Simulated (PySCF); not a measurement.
# The bond of InC+, level by level

The task here is to estimate one member of a computed series from the others.

Method: In def2-SVP with ECP28, C def2-SVP, scalar-relativistic core potentials; program: PySCF 2.14.0.

Set-up of the first run:

A driver script around PySCF takes these settings:

```json
{
 "atoms": "In, C",
 "charge": "1",
 "basis": "In def2-SVP with ECP28, C def2-SVP",
 "Hamiltonian": "scalar-relativistic core potentials",
 "basis functions": "40",
 "electrons treated": "26",
 "masses in u": "114.9039, 12.0000",
 "levels": "PBE0, PBE, r²SCAN, revPBE, BLYP, TPSS, HSE06, HF, MP2, SCS-MP2, CCSD, CCSD(T)",
 "grid": "80 radial by 434 angular points",
 "occupations": "held fixed by the projection of orbital angular momentum",
 "dissociation limit": "In+ + C, each in its ground configuration",
 "starting distance in angstrom": "2.200",
 "values of 2S to try": "0, 2"
}
```

The run is started by

```
$ OMP_NUM_THREADS=1 python dia.py task.json out
```

Among the steps run: Input; First curve: PBE0; Other states along the same grid; PBE (GGA); r²SCAN (meta-GGA); revPBE (GGA); BLYP; TPSS; HSE06; UHF; Adding correlation.

One of the session's tables, all rows but one given; the rest of the session is left out.

It belongs to the step «The curves together». Energy (eV) from each level's lowest point:

```
R (Å)    UHF  UHF-MP2  UHF-SCS-MP2  UHF-CCSD  UHF-CCSD(T)
2.485  0.383    0.245        0.272       n/a          n/a
2.600  0.242    0.137        0.158     0.124        0.108
2.716  0.147    0.069        0.084     0.061        0.050
2.802  0.097    0.037        0.048     0.032        0.024
2.889  0.061    0.017        0.024     0.014        0.008
2.976  0.036    0.005        0.009     0.004        0.001
3.091  0.015    0.000        0.000     0.000        0.000
3.236      ?        ?            ?         ?            ?
3.409  0.000    0.017        0.009     0.018        0.024
3.640  0.008    0.040        0.029       n/a          n/a
```

Estimate the missing values for R (Å) = 3.236.

Worked estimate for «UHF». A straight line through the neighbours (3.091, 0.015) and (3.409, 0.000) gives 0.015 + (0.000 − 0.015) × (3.236 − 3.091) / (3.409 − 3.091) = 0.008; a parabola fitted to 4 rows on both sides gives 0.004.

The run gave: UHF: 0.002; UHF-MP2: 0.004; UHF-SCS-MP2: 0.000; UHF-CCSD: 0.005; UHF-CCSD(T): 0.008. In «UHF» the line misses by +0.006 and the parabola by +0.002.
